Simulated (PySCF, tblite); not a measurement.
# p-anisic acid (C₈H₈O₃): geometry, infrared bands and NMR shifts

Aim: predict the infrared bands and NMR shifts of p-anisic acid (C₈H₈O₃) (`COc1ccc(C(=O)O)cc1`).

Programs: tblite 0.8.0 and PySCF 2.14.0, with density-fitted response routines of our own. Each step states its level of theory. These are calculated values for one molecule in the gas phase, unless marked as measured. Atoms are numbered from 0 throughout.

## 1. Starting geometry

19 atoms, charge 0, multiplicity 1; geometry from: force field or distance geometry start.

Bonds of the start (Å): C0–O1 1.41, O1–C2 1.38, C2–C3 1.39, C3–C4 1.40, C4–C5 1.40, C5–C6 1.49, C6–O7 1.21, C6–O8 1.35, C5–C9 1.40, C9–C10 1.40, C10–C2 1.39, C0–H11 1.09, C0–H12 1.11, C0–H13 1.10, C3–H14 1.10, C4–H15 1.09, O8–H16 0.97, C9–H17 1.10, C10–H18 1.08.

## 2. Relaxing the molecule with GFN2-xTB

What the job is given:

```
{"job": {"kind": "relax", "xc": "GFN2-xTB", "basis": "xTB"}, "charge": 0, "multiplicity": 1}
C     -3.417200    -0.495900    -0.246400
O     -2.542500     0.239600     0.583600
C     -1.193500     0.134000     0.317600
C     -0.374600     0.879300     1.159200
C      1.012700     0.862500     1.006300
C      1.580300     0.114800    -0.036800
C      3.050700     0.073800    -0.263900
O      3.623000    -0.551900    -1.131500
O      3.743500     0.812000     0.624000
C      0.753300    -0.621800    -0.886000
C     -0.634700    -0.611400    -0.718400
H     -3.242200    -1.572900    -0.176700
H     -4.450200    -0.308500     0.118100
H     -3.360800    -0.144900    -1.284400
H     -0.817200     1.464500     1.975000
H      1.631400     1.445500     1.689500
H      4.674400     0.694700     0.359000
H      1.189600    -1.213000    -1.698400
H     -1.235800    -1.191300    -1.397200
```

On the command line:

```bash
> OMP_NUM_THREADS=1 python probes_run.py task.json out
```

One launch serves the whole session: the jobs run in the order shown.

**Question.** This job is followed by: GFN2-xTB harmonic vibrations, gas phase; GIAO PBE0/pcSseg-1 NMR shielding, non-relativistic, gas phase. What will the session give for the following? strongest single infrared mode (GFN2-xTB); zero-point energy (GFN2-xTB); 13C shifts against TMS (PBE0/pcSseg-1, means over atoms taken as alike); 1H shifts against TMS (PBE0/pcSseg-1, means over atoms taken as alike); 17O shifts against H2O (PBE0/pcSseg-1); surface potential, 1st and 99th percentile.

As calculated:

```
                                                               quantity                                        value
                              strongest single infrared mode (GFN2-xTB)                        1288 cm⁻¹, 571 km/mol
                                           zero-point energy (GFN2-xTB)                                89.4 kcal/mol
13C shifts against TMS (PBE0/pcSseg-1, means over atoms taken as alike)  171.0, 170.6, 139.4, 124.8, 117.5, 56.1 ppm
 1H shifts against TMS (PBE0/pcSseg-1, means over atoms taken as alike)                   8.52, 7.07, 6.16, 3.99 ppm
                                 17O shifts against H2O (PBE0/pcSseg-1)                      405.7, 198.3, 117.1 ppm
                                  surface potential, 1st and 99th percentile                           -1.69 V and 2.14 V
```

**Reading.** Over 19 steps the energy fell by 0.094 eV; of the close pairs, O1–C2 changed most, 1.379 to 1.354 Å. All 51 modes are real, so the xTB geometry is a minimum. The strongest single mode, at 1288 cm⁻¹, is spread over many atoms; the largest shares are those of C6, C5. GFN2-xTB is a fitted tight-binding method: band positions and strengths are rough. Its intensities can rank the bands wrongly. At PBE0/pcSseg-1: The largest span, 570 ppm, is at O7, where the paramagnetic term is -473 ppm. NICS(1)zz of -25 ppm above the planar ring from C2 marks a diatropic (aromatic) ring current. By nearest atom (PBE0/pcSseg-1), the HOMO sits on C5 22 %; O1 20 % and the LUMO on C2, C6 about 17 % each; C5, C9 about 13 % each.
